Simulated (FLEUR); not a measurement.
# HfMoC2 (P4/mmm) in FLEUR: further runs, part 2 of 2

FLEUR MaX-R8.1 (later development tree). The steps go on from the part before.

**3. Equation of state, r2SCAN, 10.74 Å³/atom (volume scaled by 0.94)**

Changes to inp.xml since step 2:

```diff
@@ -6,3 +6,3 @@
    <calculationSetup>
-      <cutoffs Kmax="4.8" Gmax="14.9" GmaxXC="14.9" numbands="0"/>
+      <cutoffs Kmax="4.93" Gmax="15.3" GmaxXC="15.3" numbands="0"/>
       <scfLoop itmax="80" minDistance="0.0001" maxIterBroyd="30" imix="Anderson" alpha="0.05" precondParam="0.0" spinf="2.0" sdNocoIR="T"/>
@@ -27,3 +27,3 @@
       <xi:include xmlns:xi="http://www.w3.org/2001/XInclude" href="sym.xml"> </xi:include>
-      <bulkLattice scale="1.0">
+      <bulkLattice scale="0.9795861087">
          <bravaisMatrix>
@@ -37,3 +37,3 @@
       <species name="Hafnium (Hf)" element="Hf" atomicNumber="72">
-         <mtSphere radius="2.42" gridPoints="801" logIncrement="0.017"/>
+         <mtSphere radius="2.35" gridPoints="801" logIncrement="0.017"/>
          <atomicCutoffs lmax="10" lnonsphr="10"/>
@@ -52,3 +52,3 @@
       <species name="Molybdenum (Mo)" element="Mo" atomicNumber="42">
-         <mtSphere radius="2.42" gridPoints="801" logIncrement="0.016"/>
+         <mtSphere radius="2.35" gridPoints="801" logIncrement="0.016"/>
          <atomicCutoffs lmax="10" lnonsphr="10"/>
@@ -69,3 +69,3 @@
       <species name="Carbon (C)" element="C" atomicNumber="6">
-         <mtSphere radius="1.5" gridPoints="497" logIncrement="0.021"/>
+         <mtSphere radius="1.46" gridPoints="497" logIncrement="0.021"/>
          <atomicCutoffs lmax="8" lnonsphr="8"/>
```

Potentials or basis: all-electron, FLAPW.

Run with:

```sh
$ inpgen -f crystal.txt -profile fastHighL
$ # inp.xml edited to the form shown
$ fleur_MPI
```

Wall time 4.8 min (1 thread of Arm Neoverse V2, shared host); peak memory 0.12 GiB.

The run converged. Its results:

| Item | Value |
| --- | --- |
| Free energy | -523077.0563 eV |
| Band gap on the k mesh | none (metal or under the smearing width) |
| Valence electrons inside the program's atomic spheres | Hf 23.62; Mo 11.78; C 2.35, 2.32 (radii Hf 2.35, Mo 2.35, C 1.46 bohr) |

Caveat: the meta-GGA is that of a development version, with a GGA for the radial functions and cores and without core tails.

**4. Equation of state, r2SCAN, 10.96 Å³/atom (volume scaled by 0.96)**

Changes to inp.xml since step 3:

```diff
@@ -27,3 +27,3 @@
       <xi:include xmlns:xi="http://www.w3.org/2001/XInclude" href="sym.xml"> </xi:include>
-      <bulkLattice scale="0.9795861087">
+      <bulkLattice scale="0.9864848297">
          <bravaisMatrix>
```

Run with:

```sh
$ inpgen -f crystal.txt -profile fastHighL
$ # inp.xml edited to the form shown
$ fleur_MPI
```

Wall time 4.9 min (1 thread of Arm Neoverse V2, shared host); peak memory 0.12 GiB.

The run converged. Its results:

```yaml
Free_energy: -523077.1290 eV
Band_gap_on_the_k_mesh: none (metal or under the smearing width)
Valence_electrons_inside_the_program's_atomic_spheres: Hf 23.57; Mo 11.74; C 2.34, 2.30 (radii Hf 2.35, Mo 2.35, C 1.46 bohr)
```

Caveat: the meta-GGA is that of a development version, with a GGA for the radial functions and cores and without core tails.

**5. Equation of state, r2SCAN, 11.42 Å³/atom**

Changes to inp.xml since step 4:

```diff
@@ -27,3 +27,3 @@
       <xi:include xmlns:xi="http://www.w3.org/2001/XInclude" href="sym.xml"> </xi:include>
-      <bulkLattice scale="0.9864848297">
+      <bulkLattice scale="1.0000000000">
          <bravaisMatrix>
```

Run with:

```sh
$ inpgen -f crystal.txt -profile fastHighL
$ # inp.xml edited to the form shown
$ fleur_MPI
```

It took 5.3 min on 1 thread of Arm Neoverse V2, shared host; peak memory 0.13 GiB.

It converged, with:

```yaml
Free_energy: -523077.1617 eV
Band_gap_on_the_k_mesh: none (metal or under the smearing width)
Valence_electrons_inside_the_program's_atomic_spheres: Hf 23.49; Mo 11.67; C 2.30, 2.27 (radii Hf 2.35, Mo 2.35, C 1.46 bohr)
```

Caveat: the meta-GGA is that of a development version, with a GGA for the radial functions and cores and without core tails.

**6. Equation of state, r2SCAN, 11.88 Å³/atom (volume scaled by 1.04)**

Changes to inp.xml since step 5:

```diff
@@ -27,3 +27,3 @@
       <xi:include xmlns:xi="http://www.w3.org/2001/XInclude" href="sym.xml"> </xi:include>
-      <bulkLattice scale="1.0000000000">
+      <bulkLattice scale="1.0131594038">
          <bravaisMatrix>
```

Potentials or basis: all-electron, FLAPW.

Run with:

```sh
$ inpgen -f crystal.txt -profile fastHighL
$ # inp.xml edited to the form shown
$ fleur_MPI
```

Run time: 5.7 min. Hardware: 1 thread of Arm Neoverse V2, shared host; peak memory 0.13 GiB.

Results (log left out):

```
Free energy                                           : -523077.0677 eV
Band gap on the k mesh                                : none (metal or under the smearing width)
Valence electrons inside the program's atomic spheres : Hf 23.42; Mo 11.61; C 2.27, 2.24 (radii Hf 2.35, Mo 2.35, C 1.46 bohr)
```

Caveat: the meta-GGA is that of a development version, with a GGA for the radial functions and cores and without core tails.

**7. Equation of state, r2SCAN, 12.11 Å³/atom (volume scaled by 1.06)**

Changes to inp.xml since step 6:

```diff
@@ -27,3 +27,3 @@
       <xi:include xmlns:xi="http://www.w3.org/2001/XInclude" href="sym.xml"> </xi:include>
-      <bulkLattice scale="1.0131594038">
+      <bulkLattice scale="1.0196128224">
          <bravaisMatrix>
```

Run with:

```sh
$ inpgen -f crystal.txt -profile fastHighL
$ # inp.xml edited to the form shown
$ fleur_MPI
```

It took 5.9 min on 1 thread of Arm Neoverse V2, shared host; peak memory 0.13 GiB.

The run converged. Its results:

```yaml
Free_energy: -523076.9808 eV
Band_gap_on_the_k_mesh: none (metal or under the smearing width)
Valence_electrons_inside_the_program's_atomic_spheres: Hf 23.38; Mo 11.58; C 2.26, 2.23 (radii Hf 2.35, Mo 2.35, C 1.46 bohr)
```

Caveat: the meta-GGA is that of a development version, with a GGA for the radial functions and cores and without core tails.

**8. Equation of state, r2SCAN**

This step only gathers the single runs of the series.

What came out:

```
Equilibrium volume                        : 11.30 Å³/atom
Bulk modulus at fixed shape and positions : 289 GPa
```

Energy against volume, from the lowest point:
```tsv
volume (Å³/atom)	energy (meV/atom)
10.735	26.35
10.964	8.17
11.421	0.00
11.877	23.48
12.106	45.22
```

Caveat: the meta-GGA is that of a development version, with a GGA for the radial functions and cores and without core tails; the cell was scaled at fixed shape and fractional positions, which overstates the stiffness of a crystal with free parameters, most of all of layers and chains. The run has no spin-orbit coupling, so splittings on Hf are missing.
